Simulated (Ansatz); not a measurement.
**GdHSe (P-6m2): which electronic and magnetic state is lowest**

The task here is to estimate one member of a computed series from the others.

Computed with Ansatz 0.2.0 (DFT PBEsol+U (U_eff = 6 eV on Gd 4f), scalar-relativistic, plane waves, PAW, unless a step's input says otherwise).

3 further runs of the same task are left out: 3 set aside as unsound or not needed.

## The starting structure

The structure is hexagonal, space group P-6m2 (No. 187). The conventional cell has a = 3.887 Å, b = 3.887 Å, c = 3.951 Å, α = 90.00°, β = 90.00°, γ = 120.00°. Gd (site symmetry -6m2) has 3 H at 2.24 Å and 6 Se at 2.99 Å as nearest neighbours. H (site symmetry -6m2) is surrounded by 3 Gd at 2.24 Å. Around Se (site symmetry -6m2) lie 6 H at 2.99 Å and 6 Gd at 2.99 Å.

Coordinates:

```xyz
3
Lattice="3.8865 0.0000 0.0000 -1.9433 3.3658 0.0000 0.0000 0.0000 3.9507" Properties=species:S:1:pos:R:3 pbc="T T T"
Gd    0.0000    0.0000    0.0000
H     0.0000    2.2439    0.0000
Se    1.9433    1.1219    1.9753
```

The cell is the database one, not relaxed. At PBEsol+U (U_eff = 6 eV on Gd 4f), an earlier run found -3.18 GPa for this cell of 17.227 Å³/atom (8×8×6 mesh), gap on the mesh 1.09 eV, moments in the atoms' spheres Gd 6.85; Se -0.06 μB. The cell is stretched at this level.

The first run:

input.yaml reads:

```yaml
crystal:
  lattice:
    - [3.8865174062, 0.0, 0.0]
    - [-1.9432587031, 3.3658228061, 0.0]
    - [0.0, 0.0, 3.9506918837]
  atoms:
    - { symbol: Gd, position: [0.0, 0.0, 0.0] }
    - { symbol: H, position: [0.3333333333, 0.6666666667, 0.0] }
    - { symbol: Se, position: [0.6666666667, 0.3333333333, 0.5] }
basis:
  ecutwfc: 420
  ecutrho_ratio: 4
kpoints:
  mp_grid: { grid: [8, 8, 6] }
hamiltonian:
  xc: pbesol
  hubbard: { sites: [{ species: Gd, l: f, u_eff: 6.0 }] }
scf:
  occupations: { method: gaussian, width: 0.05 }
output:
  forces: true
  stress: true
  eigenvalues: true
  populations: true
  hubbard: { sites: [{ species: Gd, l: f }] }
```

Launch:

```console
> ansatz run input.yaml --threads 4 --pin off --max-ram 9216MiB --backend cpu --events-out ev --progress --plain --runs-dir out
```

Steps of the session up to this table: No spin polarisation; Seeding on a coarse mesh: antiferromagnetic, doubled cell, propagation vector (0, 0, 1/2); Antiferromagnetic, doubled cell, propagation vector (0, 0, 1/2); Seeding on a coarse mesh: antiferromagnetic, doubled cell, propagation vector (0, 1/2, 0); Antiferromagnetic, doubled cell, propagation vector (0, 1/2, 0); Seeding on a coarse mesh: antiferromagnetic, doubled cell, propagation vector (0, 1/2, 1/2); Antiferromagnetic, doubled cell, propagation vector (0, 1/2, 1/2); Seeding on a coarse mesh: small parallel starting moments; Small parallel starting moments.

One table of the session follows, with a row left open; its other results are not shown here.

It belongs to the step «The magnetic starts side by side». 

| start | from the base state (meV/atom) | gap (eV) |
| --- | --- | --- |
| ferromagnetic | 0.0 | 1.09 |
| no spin polarisation | 3459.7 | metal |
| antiferromagnetic, doubled cell, propagation vector (0, 0, 1/2) | -1.1 | 1.48 |
| antiferromagnetic, doubled cell, propagation vector (0, 1/2, 0) | ? | ? |
| antiferromagnetic, doubled cell, propagation vector (0, 1/2, 1/2) | -1.1 | 1.40 |
| small parallel starting moments | 0.0 | 1.09 |

Q: Estimate the row for antiferromagnetic, doubled cell, propagation vector (0, 1/2, 0) from the others.

As computed: from the base state (meV/atom): -1.3; gap (eV): 1.41. In the column «from the base state (meV/atom)» it is the lowest.

Propagation vectors are in units of the typed cell's reciprocal vectors.

To keep in mind: Warnings in the runs' records: stability check not made, filled band counts differ across k points, given moment on shells.
